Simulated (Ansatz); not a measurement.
Geometry optimisation, DFT PBE-D3(BJ), scalar-relativistic, plane waves, PAW (Ansatz 0.2.0).

input.yaml

```yaml
crystal:
  lattice:
    - [0.0, 5.43, 5.43]
    - [5.43, 0.0, 5.43]
    - [5.43, 5.43, 0.0]
  atoms:
    - { symbol: Si, position: [0.0, 0.0, 0.0] }
    - { symbol: Si, position: [0.125, 0.125, 0.125] }
    - { symbol: Si, position: [0.0, 0.0, 0.5] }
    - { symbol: Si, position: [0.125, 0.125, 0.625] }
    - { symbol: Si, position: [0.0, 0.5, 0.0] }
    - { symbol: Si, position: [0.125, 0.625, 0.125] }
    - { symbol: Si, position: [0.0, 0.5, 0.5] }
    - { symbol: Si, position: [0.125, 0.625, 0.625] }
    - { symbol: Si, position: [0.5, 0.0, 0.0] }
    - { symbol: Si, position: [0.625, 0.125, 0.125] }
    - { symbol: Si, position: [0.5, 0.0, 0.5] }
    - { symbol: Si, position: [0.625, 0.125, 0.625] }
    - { symbol: Si, position: [0.5, 0.5, 0.0] }
    - { symbol: Si, position: [0.625, 0.625, 0.125] }
    - { symbol: Si, position: [0.5, 0.5, 0.5] }
    - { symbol: Si, position: [0.625, 0.625, 0.625] }
    - { symbol: Ti, position: [0.8155497, 0.3085712, 0.306542] }
basis:
  ecutwfc: 420.0
kpoints:
  mp_grid: { grid: [2, 2, 2] }
hamiltonian:
  xc: pbe
  dispersion: d3bj
  pseudopotentials: { kind: paw, azcp: { folder: soft_1 } }
scf:
  occupations: { method: fermi_dirac, width: 0.02 }
  lower_state_search: "off"
relax:
  f_tol: 0.03
  max_steps: 60
  adjacent_minimum: "off"
output:
  write_density: true
  write_potential: true
  elf: true
  volumetric_format: npy
```

Command:

```bash
$ ansatz run input.yaml --threads 1 --pin off --max-ram 3072MiB --backend cpu --events-out ev --progress --plain --runs-dir out
```

**Question.** Where does it end, and by what steps?

**Answer.** The run converged. Limits of this set-up: coarse k mesh, a small cell, in which the defect meets its images. After 9 steps the energy has fallen by 3.245 eV; Ti17 moved furthest, 1.06 Å.

```
step  energy less start (eV)  largest force component (eV/Å)  accepted
   0                  0.0000                           3.560       yes
   1                 -1.2559                           1.283       yes
   2                 -1.6363                           0.744       yes
   3                 -1.9923                           1.099       yes
   4                 -2.3642                           0.859       yes
   5                 -2.7686                           0.916       yes
   6                 -3.0943                           0.445       yes
   7                 -3.2380                           0.135       yes
   8                 -3.2444                           0.041       yes
   9                 -3.2449                           0.010       yes
```

```xyz
17
Lattice="0.0000 5.4300 5.4300 5.4300 0.0000 5.4300 5.4300 5.4300 0.0000" Properties=species:S:1:pos:R:3
Si 0.001 0.038 0.041
Si 1.356 1.437 1.439
Si 2.753 2.791 0.031
Si 4.121 4.096 1.411
Si 2.753 0.032 2.793
Si 4.122 1.410 4.100
Si 5.458 2.753 2.756
Si 6.802 4.095 4.094
Si 0.055 2.757 2.754
Si 1.356 4.070 4.072
Si 2.753 5.476 2.717
Si 4.154 6.879 4.058
Si 2.752 2.715 5.478
Si 4.153 4.061 6.879
Si 5.495 5.470 5.468
Si 6.801 6.843 6.845
Ti 2.760 5.470 5.469
```

Whether the end is a true minimum wasn't checked by a vibrational analysis.

Time of the run: 81 s on 1 thread of Arm Neoverse V1, on a shared host, peak memory 0.56 GiB.
